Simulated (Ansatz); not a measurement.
# HfZrSe4: properties of a relaxed candidate

This session takes a relaxed cell of HfZrSe4 and sets out to compute the optical spectrum.

Program: Ansatz 0.2.0. Level of theory: DFT PBE, scalar-relativistic, plane waves, PAW. These are calculated values, not measurements.

## Step 1: The system as given

It takes space group P-3m1 (No. 164, trigonal). The conventional cell has a = 3.786 Å, b = 3.786 Å, c = 13.929 Å, α = 90.00°, β = 90.00°, γ = 120.00°. Zr (site symmetry -3m) has 6 Se at 2.70 Å in its first shell of neighbours. Hf (site symmetry -3m) has 6 Se at 2.69 Å in its first shell of neighbours. Se (site symmetry 3m) has 3 Zr at 2.70 Å in its first shell of neighbours. Se (site symmetry 3m) is surrounded by 3 Hf at 2.69 Å.

Structure file:

```cif
data_structure
_symmetry_space_group_name_H-M 'P 1'
_symmetry_Int_Tables_number 1
_cell_length_a 3.7855
_cell_length_b 3.7855
_cell_length_c 13.9292
_cell_angle_alpha 90.000
_cell_angle_beta 90.000
_cell_angle_gamma 120.000
_cell_volume 172.86
loop_
_atom_site_label
_atom_site_type_symbol
_atom_site_fract_x
_atom_site_fract_y
_atom_site_fract_z
_atom_site_occupancy
Zr1 Zr 0.00000 0.00000 0.00000 1
Hf1 Hf 0.00000 0.00000 0.50000 1
Se1 Se 0.33333 0.66667 0.88594 1
Se2 Se 0.33333 0.66667 0.38727 1
Se3 Se 0.66667 0.33333 0.61273 1
Se4 Se 0.66667 0.33333 0.11406 1
```

The cell was relaxed beforehand at this level, from a generated guess; it needn't be the stable form of this composition. At a tolerance of 0.02 Å it has space group P-3m1 (No. 164); it has 28.81 Å³/atom, an uncorrected energy of -1.35 eV/atom over the elements and, on its mesh, gap 0.43 eV.

## Step 2: Optical spectrum

Contents of input.yaml:

```yaml
crystal:
  lattice:
    - [3.7855173299, 2.89e-08, 0.0]
    - [-1.8927586899, 3.2783541597, 0.0]
    - [0.0, 0.0, 13.9291595]
  atoms:
    - { symbol: Zr, position: [0.0, 0.0, 0.0] }
    - { symbol: Hf, position: [0.0, 0.0, 0.5] }
    - { symbol: Se, position: [0.3333333333, 0.6666666667, 0.885941] }
    - { symbol: Se, position: [0.3333333333, 0.6666666667, 0.387271] }
    - { symbol: Se, position: [0.6666666667, 0.3333333333, 0.612729] }
    - { symbol: Se, position: [0.6666666667, 0.3333333333, 0.114059] }
basis:
  ecutwfc: 420
kpoints:
  mp_grid: { grid: [12, 12, 4] }
hamiltonian:
  xc: pbe
scf:
  occupations: { method: gaussian, width: 0.02 }
  n_extra_bands: 24
output:
  forces: false
  stress: false
  eigenvalues: true
  optics: { e_range: [0, 14], sigma: 0.1, nscf_kmesh: { grid: [18, 18, 6] } }
checkpoint:
  read: start.run
  write: ck
  compress: false
  write_wavefunctions: false
  write_every: 100000
```

Launch:

```console
$ ansatz run input.yaml --threads 4 --pin off --max-ram 8192MiB --backend cpu --events-out ev --progress --plain --runs-dir out
```

What does the calculation give? Wanted: highest peak of ε₂; ε₁ at zero energy; α passes 10⁴ cm⁻¹.

As calculated:

```
                  quantity           value
    highest peak of ε₂ (x)  28.8 at 2.0 eV
reflectivity at 2.2 eV (x)            0.61
     ε₁ at zero energy (x)           13.85
     α passes 10⁴ cm⁻¹ (x)       at 1.1 eV
```

In words: Absorption along x passes 10⁴ cm⁻¹ at 1.1 eV, beside a least direct gap of 1.11 eV on the SCF mesh; the indirect gap of 0.43 eV gives no absorption without phonons. The energies are Kohn-Sham differences, with no quasiparticle shift and no excitons. With a semilocal gap the spectrum usually lies too low in energy, while excitons would move weight downwards. These runs have no spin-orbit coupling; with Hf it would split and shift bands.
